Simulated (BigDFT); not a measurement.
Runs of BigDFT 1.9.6 on BPH6. The cell holds a molecule in a box, 8 atoms: a = 13.000 Å, b = 12.000 Å, c = 13.000 Å, α = 90.00°, β = 90.00°, γ = 90.00°. 

```tsv
cavity radii	solvent cavity	largest force (eV/Å)
Bondi	-	0.51
UFF	-	(a)
-	sccs	0.36
Pauling	-	(b)
-	-	0.33
```

Alike in all rows: task single point; level PBE; potentials or basis GTH-PBE (B q3, H q1, P q5); no spin polarisation; cell as given; smearing fixed; grid spacing 0.28 bohr.

**Question.** Fill in the values left out.

**Answer.** (a) 0.34; (b) 31.23.

Caveats: boundaries are free: the box only frames the coordinates; the molecule sits in an implicit solvent (some runs).
